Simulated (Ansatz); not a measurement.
**GaPH3F3 (SMILES [F][Ga-]([F])([F])[PH3+]): levels of theory compared**

Wanted: a comparison of 3 runs (HF/STO-3G, HF/3-21G, HF/def2-TZVP) of GaPH3F3. 

Program for the calculation: Ansatz 0.2.0.

4 further runs of the same task are left out: 1 for a known fault of the program, 3 set aside as unsound or not needed.

## 1. The molecule

GaPH3F3: 8 atoms, total charge 0, spin state singlet. SMILES: `[F][Ga-]([F])([F])[PH3+]`. Geometry: relaxed at PBE0-D4/def2-TZVP.

Bond lengths: F1–Ga2 1.754 Å, Ga2–F3 1.754 Å, Ga2–F4 1.754 Å, Ga2–P5 2.493 Å, P5–H6 1.406 Å, P5–H7 1.406 Å, P5–H8 1.406 Å. Some angles: F1–Ga2–F3 117.0°, F1–Ga2–F4 117.0°, F1–Ga2–P5 100.2°, F3–Ga2–F4 117.0°, F3–Ga2–P5 100.1°, F4–Ga2–P5 100.2°, Ga2–P5–H6 117.2°, Ga2–P5–H7 117.2°, Ga2–P5–H8 117.2°, H6–P5–H7 100.7°.

## 2. Energy and forces at HF/STO-3G (run 1)

run.yaml

```yaml
crystal:
  periodic: [false, false, false]
  atoms:
    - {symbol: F, position_ang: [-0.150400, -2.040300, 1.276900]}
    - {symbol: Ga, position_ang: [0.736100, -1.171000, 0.038400]}
    - {symbol: F, position_ang: [2.309300, -0.537000, 0.483900]}
    - {symbol: F, position_ang: [0.540600, -1.723000, -1.614600]}
    - {symbol: P, position_ang: [-0.581200, 0.944100, -0.044200]}
    - {symbol: H, position_ang: [-1.670500, 1.058800, 0.837500]}
    - {symbol: H, position_ang: [-1.197200, 1.271500, -1.265100]}
    - {symbol: H, position_ang: [0.105500, 2.139800, 0.231300]}
basis:
  gaussian:
    orbitals: STO-3G
hamiltonian:
  xc: hf
accuracy: high
output:
  forces: true
  orbitals: {seedname: orbitals}
```

Command:

```console
ansatz run run.yaml --threads 1 --pin off --max-ram 2610MiB --events-out events.jsonl --progress --plain --runs-dir runs
```

The log of the run:

```text
Warning: RAYON_NUM_THREADS=1 ignored (pool sized by the plan → 1); use --threads N
Functional definition: HF
  name "HF"
  exchange = exact_x
  correlation = 0
836 factors; integrals over basis functions are off by at most 5.9e-8 eV
mean field evaluation 1: about -68939.2370 eV, gradient 2.9e1 eV
mean field evaluation 2: about -68939.3338 eV, gradient 2.9e1 eV
mean field evaluation 4: about -68944.3590 eV, gradient 2.4e0 eV
mean field evaluation 8: about -68944.4020 eV, gradient 1.4e-4 eV
mean field -68944.40197805 eV, -2533.6600404993 hartree, gradient 3.9e-8 eV, S^2 0.000000; 0 other end points of the search recorded, 0 dependent functions left out
the calculation of the forces begins
reference -68944.40197805 eV, -2533.6600404993 hartree; 38, 38 occupied and 7, 7 virtual orbitals, 836 factors
Total energy: -68944.40197805 eV, -2533.6600404993 hartree
Atom 0 at    -0.150400    -2.040300     1.276900 Å, force     1.280183     1.423434    -1.883498 eV/Å
Atom 1 at     0.736100    -1.171000     0.038400 Å, force     0.931061    -1.493693     0.058708 eV/Å
Atom 2 at     2.309300    -0.537000     0.483900 Å, force    -2.450401    -0.858415    -0.679673 eV/Å
Atom 3 at     0.540600    -1.723000    -1.614600 Å, force     0.231574     0.941995     2.504178 eV/Å
Atom 4 at    -0.581200     0.944100    -0.044200 Å, force    -0.528421     0.849185    -0.034360 eV/Å
Atom 5 at    -1.670500     1.058800     0.837500 Å, force     0.771249     0.053486    -0.702253 eV/Å
Atom 6 at    -1.197200     1.271500    -1.265100 Å, force     0.397659    -0.115069     0.960261 eV/Å
Atom 7 at     0.105500     2.139800     0.231300 Å, force    -0.632905    -0.800923    -0.223363 eV/Å
Dipole moment:    -0.697176     1.118915    -0.043787 e Å
```

Run time: 1.5 s. Hardware: 1 thread of Arm Neoverse V2, shared host.

## 3. Energy and forces at HF/3-21G (run 2)

input.yaml

```yaml
crystal:
  periodic: [false, false, false]
  atoms:
    - {symbol: F, position_ang: [-0.150400, -2.040300, 1.276900]}
    - {symbol: Ga, position_ang: [0.736100, -1.171000, 0.038400]}
    - {symbol: F, position_ang: [2.309300, -0.537000, 0.483900]}
    - {symbol: F, position_ang: [0.540600, -1.723000, -1.614600]}
    - {symbol: P, position_ang: [-0.581200, 0.944100, -0.044200]}
    - {symbol: H, position_ang: [-1.670500, 1.058800, 0.837500]}
    - {symbol: H, position_ang: [-1.197200, 1.271500, -1.265100]}
    - {symbol: H, position_ang: [0.105500, 2.139800, 0.231300]}
basis:
  gaussian: {orbitals: 3-21G-spherical.json}
hamiltonian: {xc: hf}
accuracy: high
output: {forces: true, orbitals: {seedname: orbitals}}
```

The basis set 3-21G is read from a file made from the Basis Set Exchange's data (not shown).

Command:

```console
ansatz run input.yaml --threads 1 --pin off --max-ram 2610MiB --events-out events.jsonl --progress --plain --runs-dir runs
```

The log of the run (excerpt; [...] marks lines left out):

```text
Warning: RAYON_NUM_THREADS=1 ignored (pool sized by the plan → 1); use --threads N
[... 2 set-up lines as earlier in the session ...]
[...]
1352 factors; integrals over basis functions are off by at most 7.0e-9 eV
[...]
mean field -69428.78850890 eV, -2551.4609171789 hartree, gradient 6.4e-8 eV, S^2 0.000000; 0 other end points of the search recorded, 0 dependent functions left out
[...]
reference -69428.78850890 eV, -2551.4609171789 hartree; 38, 38 occupied and 30, 30 virtual orbitals, 1352 factors
Total energy: -69428.78850890 eV, -2551.4609171789 hartree
Atom 0 at    -0.150400    -2.040300     1.276900 Å, force     1.015813     0.906919    -1.369950 eV/Å
Atom 1 at     0.736100    -1.171000     0.038400 Å, force     0.700457    -1.124859     0.044657 eV/Å
Atom 2 at     2.309300    -0.537000     0.483900 Å, force    -1.706419    -0.757455    -0.490099 eV/Å
Atom 3 at     0.540600    -1.723000    -1.614600 Å, force     0.251419     0.555901     1.831802 eV/Å
Atom 4 at    -0.581200     0.944100    -0.044200 Å, force    -0.409433     0.658439    -0.026423 eV/Å
Atom 5 at    -1.670500     1.058800     0.837500 Å, force     0.055412    -0.076057    -0.002740 eV/Å
Atom 6 at    -1.197200     1.271500    -1.265100 Å, force     0.050942    -0.078769     0.012772 eV/Å
Atom 7 at     0.105500     2.139800     0.231300 Å, force     0.041810    -0.084117    -0.000020 eV/Å
Dipole moment:    -0.730085     1.171719    -0.045860 e Å
```

Wall time 2 s (1 thread of Arm Neoverse V2, shared host).

## 4. Energy and forces at HF/def2-TZVP (run 3)

job.yaml

```yaml
crystal:
  periodic: [false, false, false]
  atoms:
    - {symbol: F, position_ang: [-0.150400, -2.040300, 1.276900]}
    - {symbol: Ga, position_ang: [0.736100, -1.171000, 0.038400]}
    - {symbol: F, position_ang: [2.309300, -0.537000, 0.483900]}
    - {symbol: F, position_ang: [0.540600, -1.723000, -1.614600]}
    - {symbol: P, position_ang: [-0.581200, 0.944100, -0.044200]}
    - {symbol: H, position_ang: [-1.670500, 1.058800, 0.837500]}
    - {symbol: H, position_ang: [-1.197200, 1.271500, -1.265100]}
    - {symbol: H, position_ang: [0.105500, 2.139800, 0.231300]}
basis:
  gaussian: {orbitals: def2-TZVP}
hamiltonian: {xc: hf}
accuracy: high
output: {forces: true, orbitals: {seedname: orbitals}}
```

Command:

```console
ansatz run job.yaml --threads 1 --pin off --max-ram 2610MiB --events-out events.jsonl --progress --plain --runs-dir runs
```

The log of the run (excerpt; [...] marks lines left out):

```text
Warning: RAYON_NUM_THREADS=1 ignored (pool sized by the plan → 1); use --threads N
[... 2 set-up lines as earlier in the session ...]
[...]
3347 factors; integrals over basis functions are off by at most 6.0e-8 eV
[...]
mean field -69779.35776741 eV, -2564.3440998048 hartree, gradient 1.6e-8 eV, S^2 0.000000; 0 other end points of the search recorded, 0 dependent functions left out
[...]
reference -69779.35776741 eV, -2564.3440998048 hartree; 38, 38 occupied and 158, 158 virtual orbitals, 3347 factors
Total energy: -69779.35776741 eV, -2564.3440998048 hartree
Atom 0 at    -0.150400    -2.040300     1.276900 Å, force     0.280314     0.202700    -0.351323 eV/Å
Atom 1 at     0.736100    -1.171000     0.038400 Å, force     0.207670    -0.335128     0.013498 eV/Å
Atom 2 at     2.309300    -0.537000     0.483900 Å, force    -0.418492    -0.225525    -0.124395 eV/Å
Atom 3 at     0.540600    -1.723000    -1.614600 Å, force     0.083739     0.112368     0.471923 eV/Å
Atom 4 at    -0.581200     0.944100    -0.044200 Å, force    -0.512244     0.823551    -0.032951 eV/Å
Atom 5 at    -1.670500     1.058800     0.837500 Å, force     0.269806    -0.106198    -0.172675 eV/Å
Atom 6 at    -1.197200     1.271500    -1.265100 Å, force     0.174958    -0.149398     0.248163 eV/Å
Atom 7 at     0.105500     2.139800     0.231300 Å, force    -0.085751    -0.322371    -0.052240 eV/Å
Dipole moment:    -0.736391     1.181937    -0.046249 e Å
```

It took 28 s on 1 thread of Arm Neoverse V2, shared host; peak memory 0.95 GiB.

## 5. All runs side by side

| run | level | energy (Eh) | dipole moment (D) | HOMO energy (eV) | LUMO energy (eV) | wall time |
| --- | --- | --- | --- | --- | --- | --- |
| 1 | HF/STO-3G | -2533.660040 | 6.34 | -5.87 | 9.68 | 1.5 s |
| 2 | HF/3-21G | -2551.460917 | 6.63 | -13.20 | 2.87 | 2 s |
| 3 | HF/def2-TZVP | -2564.344100 | 6.69 | -13.29 | 2.37 | 28 s |

## 6. What came out

| quantity | value |
| --- | --- |
| run 3: total energy | -2564.34410 Eh |
| run 3: dipole moment | 6.69 D |
| run 3: HOMO energy | -13.29 eV |
| run 3: LUMO energy | 2.37 eV |
| run 3: HOMO–LUMO gap | 15.66 eV |
| run 3: largest force on an atom | 0.970 eV/Å |

What this shows: The dipole moment (its size) runs from 6.34 D (HF/STO-3G) to 6.69 D (HF/def2-TZVP). The HOMO–LUMO gap runs from 15.56 eV (HF/STO-3G) to 16.07 eV (HF/3-21G). In run 1 the basis is minimal, so the values are rough. All runs together took 32 s, the longest 28 s.
